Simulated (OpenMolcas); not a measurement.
# Ba: CASSCF terms and fine-structure levels

Wanted: the level scheme of Ba from active-space wave functions.

Method: state-averaged CASSCF, spin-orbit coupling by RASSI with atomic mean-field integrals. Code: OpenMolcas 26.06.

## (1) What is computed

```
Species                           : Ba (barium, Z = 56, 56 electrons)
Basis                             : ANO-RCC-MB [6s5p2d], 31 functions
Scalar Hamiltonian                : DKH4, point nucleus
Inactive shells                   : 1s 2s 2p 3s 3p 3d 4s 4p 4d 5s 5p
Active space                      : 2 electrons in 4 orbitals (6s 6p)
Some configurations of this space : 6p², 6s 6p, 6s²
Orbitals                          : optimised for each spin and parity, averaged over the low roots
```

The outer shells:

6p2
```
6p [↑ ][↑ ][  ]
```

6s 6p
```
6s [↑ ]
6p [↑ ][  ][  ]
```

6s2
```
6s [↑↓]
```

Each step is its own input file, run in one work folder so that later steps find the files of earlier ones. Labels, J, g values, rates, χT and fits are worked out afterwards by a script from the matrices that RASSI stores.

## (2) One- and two-electron integrals

a.inp

```
&GATEWAY
Coord
1

Ba 0.0 0.0 0.0
Basis=ANO-RCC-MB
Group=XYZ
NoMove
AngMom=0.0 0.0 0.0
AMFI
&SEWARD
Relativistic=R04O02
```

Launch:

```
OMP_NUM_THREADS=1 MOLCAS_MEM=2252 MOLCAS_PROJECT=a pymolcas a.inp > a.log
```

## (3) CASSCF: triplets of even parity, 3 roots

a.inp

```
&RASSCF
FileOrb=start.orb
Symmetry=1
Spin=3
nActEl=2 0 0
Inactive=15 12
Ras2=1 3
CIRoot=3 3 1
SDav=3
CIMx=300
Iter=120 100
PrWF=0.3
OrbListing=Nothing
MaxOrb=0
Atom
>>> COPY $Project.JobIph JOB001
```

start.orb holds the contracted functions of the basis, ordered by shell, or the orbitals of the step before.

## (4) Reference wave functions, singlets of even parity, 1 root

a.inp

```
&RASSCF
FileOrb=start.orb
Symmetry=1
Spin=1
nActEl=2 0 0
Inactive=15 12
Ras2=1 3
CIRoot=1 1 1
SDav=7
CIMx=300
Iter=120 100
PrWF=0.3
OrbListing=Nothing
MaxOrb=0
Atom
>>> COPY $Project.JobIph JOB002
```

## (5) Reference wave functions, triplets of odd parity, 3 roots

a.inp

```
&RASSCF
FileOrb=start.orb
Symmetry=2
Spin=3
nActEl=2 0 0
Inactive=15 12
Ras2=1 3
CIRoot=3 3 1
SDav=3
CIMx=300
Iter=120 100
PrWF=0.3
OrbListing=Nothing
MaxOrb=0
Atom
>>> COPY $Project.JobIph JOB003
```

## (6) Reference wave functions, singlets of odd parity, 3 roots

a.inp: that of step 5 with these lines changed.

```diff
@@ -3,3 +3,3 @@
 Symmetry=2
-Spin=3
+Spin=1
 nActEl=2 0 0
@@ -15,2 +15,2 @@
 Atom
->>> COPY $Project.JobIph JOB003
+>>> COPY $Project.JobIph JOB004
```

## (7) RASSI: spin-orbit coupling between the states

a.inp

```
&RASSI
NrOfJobIphs=3 1 3 3
1
1 2 3
1 2 3
IphNames
JOB002
JOB003
JOB004
EJob
SpinOrbit
DIPRint=1.0
SOCoupling=1000.0
Subsets=2
MEES
Property=10
'ANGMOM' 1 'ANGMOM' 2 'ANGMOM' 3 'MLTPL  1' 1 'MLTPL  1' 2 'MLTPL  1' 3
'AMFI' 1 'AMFI' 2 'AMFI' 3 'MLTPL  2' 6
SOProperty=3
'ANGMOM' 1 'ANGMOM' 2 'ANGMOM' 3
```

(Steps that only read results are left out.)

What does the calculation give? Wanted: lowest level; first excited level; strongest of the lines computed, by gA, at CASSCF energies.

**Answer**, as computed:

| quantity | value |
| --- | --- |
| method | CASSCF |
| lowest level | 6s² ¹S₀, 100 % of that term |
| ground level listed by NIST | 1S0 |
| first excited level | 6s 6p ³P°₀ at 10534 cm⁻¹ |
| strongest of the lines computed, by gA, at CASSCF energies | 6s 6p ³P°₁ → 6s² ¹S₀, 927.4 nm, A = 2.36e+04 s⁻¹ |

What this shows: The computed levels miss the measured ones by 1900 cm⁻¹ on average. Only the configurations of the active space and the roots asked for are present. Not all states of the active space went into the spin-orbit step. No d shell is active. Levels of other configurations are missing from the list.
